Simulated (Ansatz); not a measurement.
# CH3BFNS: ladder of methods at one geometry in Python

How do the methods compare on CH3BFNS, in result and in cost? Wanted for CH3BFNS: a ladder of methods at one geometry.

Computed with Ansatz 0.2.0 through its Python package. The levels of theory stand in the script.

### 1 The system

Bond lengths: N1–C2 1.265 Å, C2–B3 1.582 Å, B3–F4 1.360 Å, B3–S5 1.906 Å, N1–H6 1.033 Å, C2–H7 1.111 Å, S5–H8 1.419 Å. Angles: N1–C2–B3 121.2°, N1–C2–H7 119.2°, B3–C2–H7 119.4°, C2–N1–H6 123.0°, C2–B3–F4 121.7°, C2–B3–S5 119.0°, F4–B3–S5 119.1°, B3–S5–H8 93.3°.

No structure file is read: the coordinates are typed or built in the script.

### 2 Script

run_methods.py reads:

```python
"""One geometry of CH3BFNS, method by method."""

from dataclasses import dataclass
from pathlib import Path

import ansatz as az
import numpy as np


@dataclass(frozen=True)
class RunConfig:
    basis: str = "def2-SVP"


opts = RunConfig()


def main() -> None:
    geometry_ang = [
        ("N", (-0.6774, 0.7013, 1.6553)),
        ("C", (0.0336, 0.718, 0.6097)),
        ("B", (-0.2304, -0.2926, -0.5778)),
        ("F", (-1.2164, -1.2279, -0.515)),
        ("S", (0.9562, -0.2943, -2.0698)),
        ("H", (-1.5258, 0.1198, 1.7485)),
        ("H", (0.8931, 1.4193, 0.5492)),
        ("H", (1.8592, -1.2007, -1.4558)),
    ]
    geometry = az.Crystal.molecule()
    for symbol, xyz in geometry_ang:
        geometry = geometry.atom(symbol, xyz)

    setup = geometry.calculation().basis(gaussian=opts.basis)

    print("functional    E (Ha)        dipole (D)   HOMO (eV)  LUMO (eV)")
    for name in ["revpbe", "hse06", "pbe0", "lc_wpbe"]:
        data = setup.functional(name).forces().orbitals().run(runs_dir="runs").report
        lines = Path(data["orbitals_path"]).read_text().splitlines()
        field_of = lambda key: [line.split("=")[1].strip() for line in lines if line.startswith(key)]
        orbitals = [(27.211386 * float(e), s, float(n)) for e, s, n in zip(field_of("Ene="), field_of("Spin="), field_of("Occup="))]
        homo = max(e for e, _, n in orbitals if n > 0.5)
        lumo = min(e for e, _, n in orbitals if n < 0.5)
        dipole = 4.803205 * np.linalg.norm(data["charge_distribution"]["dipole_moment_e_ang"])
        print(f"{name:10s} {data['free_energy_ev'] / 27.211386246:14.6f} {dipole:9.3f} {homo:11.3f} {lumo:10.3f}")


if __name__ == "__main__":
    main()
```

### 3 The calls as engine input

The engine receives this input (first run):

```yaml
crystal:
  periodic: [false, false, false]
  atoms:
    - { symbol: "N", position_ang: [-0.6774, 0.7013, 1.6553] }
    - { symbol: C, position_ang: [0.0336, 0.718, 0.6097] }
    - { symbol: B, position_ang: [-0.2304, -0.2926, -0.5778] }
    - { symbol: F, position_ang: [-1.2164, -1.2279, -0.515] }
    - { symbol: S, position_ang: [0.9562, -0.2943, -2.0698] }
    - { symbol: H, position_ang: [-1.5258, 0.1198, 1.7485] }
    - { symbol: H, position_ang: [0.8931, 1.4193, 0.5492] }
    - { symbol: H, position_ang: [1.8592, -1.2007, -1.4558] }
basis:
  gaussian:
    orbitals: def2-SVP
hamiltonian:
  xc: revpbe
output:
  orbitals: {}
  forces: true
```

### 4 Launch

Launch:

```console
python run_methods.py
```

Standard output:

```text
functional    E (Ha)        dipole (D)   HOMO (eV)  LUMO (eV)
revpbe        -617.153686     0.763      -5.497     -3.451
hse06         -616.894367     0.747      -6.641     -2.978
pbe0          -616.912123     0.748      -7.046     -2.590
lc_wpbe       -617.034666     0.821      -9.835     -0.204
```

Run time: 11 s. Hardware: 1 thread of Arm Neoverse V2, shared host; peak memory 0.24 GiB.

### 5 What changed from run to run

The engine's inputs for the other runs:

Run 2, against run 1:

```diff
@@ -16 +16 @@
-  xc: revpbe
+  xc: hse06
```

Run 3, against run 1:

```diff
@@ -16 +16 @@
-  xc: revpbe
+  xc: pbe0
```

Run 4, against run 1:

```diff
@@ -16 +16 @@
-  xc: revpbe
+  xc: lc_wpbe
```

### 6 The runs side by side

The 4 runs, in the order started:

```tsv
run	functional	energy (eV)	SCF cycles	CPU time (s)
1	revpbe	-16793.6073	20	2.1
2	hse06	-16786.5509	19	3
3	pbe0	-16787.0341	19	2.8
4	lc_wpbe	-16790.3686	20	2.8
```

Totals hang on method, basis and potentials, so only like runs compare.

The fields below are those of run 1.

### 7 Orbitals and fields

Orbitals, density, ELF and potential are computed afterwards from the orbital file.

Frontier orbitals at revPBE/def2-SVP, with the share of their density that lies nearest to each atom:

```tsv
orbital	energy (eV)	lies on
HOMO-1	-6.11	S5 66 %; N1 13 %; H8 7 %
HOMO	-5.50	N1 49 %; S5 20 %; C2 8 %
LUMO	-3.45	B3 38 %; N1 26 %; C2 15 %
```

ELF in a plane through or near 5 of the atoms.

Ten even steps from '0' (0.00) to '9' (1.00):
```
0000000000000000000000000000
0000000000000000000000000000
0000000000000000000000000000
0000000000000234200000000000
0000000000002999940000000000
0000002343002999940000000000
0000024666301999930266400000
0000136787500687744799720000
0001247777621665277899730000
0001256224754893483187410000
0002467436832366347886100000
0002478877621221018998300000
0001467763246773107999400000
0000146620168277401687100000
0000002200278477500010000000
0000000000267775300000000000
0000000000012210000000000000
0000000000000000000000000000
0000000000000000000000000000
0000000000000000000000000000
```
The map spans 10.2 Å across and 8.8 Å up, centred on the molecule. Atoms in the plane (x, y in Å): N1 (1.9, 0.3), C2 (0.7, 0.6), B3 (-0.4, -0.5), F4 (-0.2, -1.8), H7 (0.4, 1.7).

log10 of the density (e/Å³) in the same plane.

Ten even steps from ' ' (-4.0) to '@' (1.6):
```
                                                        
                                                        
                        ............                    
                      ..::::------::..                  
          ..::::::::::::--==++++====--::....            
      ..::--------------==++******++==------::          
    ..::--======++========**######**++++====--::        
  ..::--==++++******++++++**######********++==--..      
  ..::--==++**####****++++**##@@%%########**==--::      
  ..::==++**########******####%%%%##%%%%##**++--::      
  ..::==++**########**##%%####******######**==--::      
  ..::--==++************####****++++**##**++==::..      
    ..--====++++++++++**######**++==++++++++--::..      
    ..::----========++##%%@@%%##++========--::..        
      ....::------==++##%%%%%%**++==--::::::..          
          ....::::--==****##**++++--........            
                  ..::========----..                    
                      ::::::::....                      
                                                        
                                                        
```
The map spans 10.2 Å across and 8.8 Å up, centred on the molecule. Atoms in the plane (x, y in Å): N1 (1.9, 0.3), C2 (0.7, 0.6), B3 (-0.4, -0.5), F4 (-0.2, -1.8), H7 (0.4, 1.7).

On the surface of density 0.002 e/bohr³ the electrostatic potential runs, from the 1st to the 99th percentile, from -1.48 V near N1 to 1.69 V near B3.

### 8 Results

| quantity | value |
| --- | --- |
| runs compared | 4 |
| HOMO-LUMO gap of the mean field (revPBE/def2-SVP) | 2.05 eV |

All 4 runs converged (19 to 20 cycles). The geometry is a force-field or estimated start, not a minimum of this method, and the basis set is short of its limit. A lower total doesn't mark the better method: functionals have no common bound, and MP2 and coupled cluster aren't variational. Levels such as HOMO and LUMO are orbital energies: with these approximate functionals they aren't the ionisation energy and electron affinity, and their gap isn't the fundamental gap. hse06 follows the composition of plane-wave codes, whose totals differ by tens of mHa, up to about 0.1 Ha, from the form usual in Gaussian-basis programs (wpbeh).
